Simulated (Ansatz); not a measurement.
# Ag: a tetragonal deformation path

One table from this session's results is given with a row withheld; the runs are named, their logs left out.

Computed with Ansatz 0.2.0 (DFT r2SCAN, scalar-relativistic, plane waves, PAW, unless a step's input says otherwise).

### The system as given

Symmetry: Im-3m, No. 229, cubic system. The conventional cell has a = 3.311 Å, b = 3.311 Å, c = 3.311 Å, α = 90.00°, β = 90.00°, γ = 90.00°. Ag (site symmetry m-3m) is surrounded by 8 Ag at 2.87 Å.

Structure file:

```cif
data_structure
_symmetry_space_group_name_H-M 'Im-3m'
_symmetry_Int_Tables_number 229
_cell_length_a 3.3113
_cell_length_b 3.3113
_cell_length_c 3.3113
_cell_angle_alpha 90.000
_cell_angle_beta 90.000
_cell_angle_gamma 90.000
_cell_volume 36.31
loop_
_atom_site_label
_atom_site_type_symbol
_atom_site_symmetry_multiplicity
_atom_site_Wyckoff_symbol
_atom_site_fract_x
_atom_site_fract_y
_atom_site_fract_z
_atom_site_occupancy
Ag1 Ag 2 a 0.00000 0.00000 0.00000 1
```

It goes back to an entry of the Materials Project, which need not be the stable form.

The cell is taken as given, not relaxed at this level.

### Zero of energy

Reference values: F = -7603.9041 eV; pressure -3.58 GPa; largest force 0.000 eV/Å; gap on the mesh none (metal). It was computed beforehand with the settings of the runs below.

The first run:

At fixed volume and fractional coordinates, lengths along (0.000, 0.000, 1.000) are scaled against those across it; ρ is that ratio over its starting value.

Input file input.yaml:

```yaml
crystal:
  lattice:
    - [-1.8585023365, 1.8585023365, 1.3139611519]
    - [1.8585023365, -1.8585023365, 1.3139611519]
    - [1.8585023365, 1.8585023365, -1.3139611519]
  atoms:
    - { symbol: Ag, position: [0.0, 0.0, 0.0] }
basis:
  ecutwfc: 500
kpoints:
  mp_grid: { grid: [22, 22, 22] }
hamiltonian:
  xc: r2scan
scf:
  occupations: { method: gaussian, width: 0.15 }
output:
  forces: true
  stress: true
  eigenvalues: true
```

Started as:

```console
$ ansatz run input.yaml --threads 1 --pin off --max-ram 2560MiB --backend cpu --events-out ev --progress --plain --runs-dir out
```

Steps of the session up to this table: ρ = 0.707; Point ρ = 1.414; ρ = 0.850; At ρ = 1.200; Point ρ = 0.780; Point ρ = 1.300; At ρ = 0.920; ρ = 1.100; At ρ = 0.650; ρ = 1.500; ρ = 0.960; At ρ = 1.050.

One table of the session follows, with a row left open; its other results are not shown here.

```
    ρ  ΔE (meV/atom)  pressure (GPa)
0.650          296.9             7.1
0.707              ?               ?
0.780           20.4            -2.3
0.850           -1.5            -3.4
0.920           -2.2            -3.6
0.960           -0.8            -3.6
1.000            0.0            -3.6
1.050           -0.9            -3.6
1.100           -4.2            -3.7
1.200          -14.4            -3.9
1.300          -24.9            -4.2
1.414          -31.4            -4.4
1.500          -26.6            -4.3
```

Q: Estimate the row for ρ = 0.707 from the others.

Worked estimate for «ΔE (meV/atom)». A straight line through the neighbours (0.650, 296.9) and (0.780, 20.4) gives 296.9 + (20.4 − 296.9) × (0.707 − 0.650) / (0.780 − 0.650) = 175.7; a parabola fitted to 3 rows on both sides gives 137.9.

The run gave: ΔE (meV/atom): 110.5; pressure (GPa): 1.2. In «ΔE (meV/atom)» the line misses by +65.2 and the parabola by +27.4.
